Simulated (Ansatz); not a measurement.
# BBrGeH2O: the cost of one run

The runs use Ansatz 0.2.0; RKS PBE-D4/def2-SVPD.

1 further run of the same task is left out (set aside as unsound or not needed).

**1. The starting structure**

SMILES `Br[B]1[O][GeH2]1`, 6 atoms, charge 0, spin multiplicity 1.

Atoms are counted from 1 here; the program's logs count them from 0.

Bond lengths: Br1–B2 1.904 Å, B2–O3 1.309 Å, B2–Ge4 2.018 Å, O3–Ge4 2.067 Å, Ge4–H5 1.552 Å, Ge4–H6 1.552 Å. Angles: Br1–B2–O3 137.1°, Br1–B2–Ge4 149.6°, O3–B2–Ge4 73.4°, B2–O3–Ge4 69.3°, B2–Ge4–O3 37.3°, B2–Ge4–H5 120.6°, B2–Ge4–H6 120.6°, O3–Ge4–H5 103.6°, O3–Ge4–H6 103.6°, H5–Ge4–H6 108.9°.

As a file:

```csv
atom,x (Å),y (Å),z (Å)
Br1,-0.4848,-2.8745,0.4430
B2,-0.3738,-1.0196,0.0295
O3,-1.0920,-0.1375,-0.6178
Ge4,0.6150,0.7355,0.1554
H5,1.3110,1.3420,-1.0923
H6,0.0666,1.8901,1.0359
```

**2. Relaxation**

Input file input.yaml:

```yaml
crystal:
  periodic: [false, false, false]
  atoms:
    - { symbol: Br, position_ang: [-0.484774, -2.874496, 0.442992] }
    - { symbol: B, position_ang: [-0.373828, -1.019613, 0.029456] }
    - { symbol: O, position_ang: [-1.091968, -0.137506, -0.617778] }
    - { symbol: Ge, position_ang: [0.615018, 0.735515, 0.15543] }
    - { symbol: H, position_ang: [1.310983, 1.341988, -1.092323] }
    - { symbol: H, position_ang: [0.06657, 1.890113, 1.035923] }
basis:
  gaussian: { orbitals: def2-SVPD }
hamiltonian:
  xc: pbe
  dispersion: d4
output:
  forces: true
relax:
  f_tol: 0.003
  max_steps: 120
```

Command:

```bash
> ansatz run input.yaml --threads 1 --pin off --max-ram 2560MiB --backend cpu --events-out ev --progress --plain --runs-dir out
```

**Question.** How long does this run take on 1 thread of Arm Neoverse V2, shared host, and how much memory does it need?

About 21 s, with a peak of 0.19 GiB.
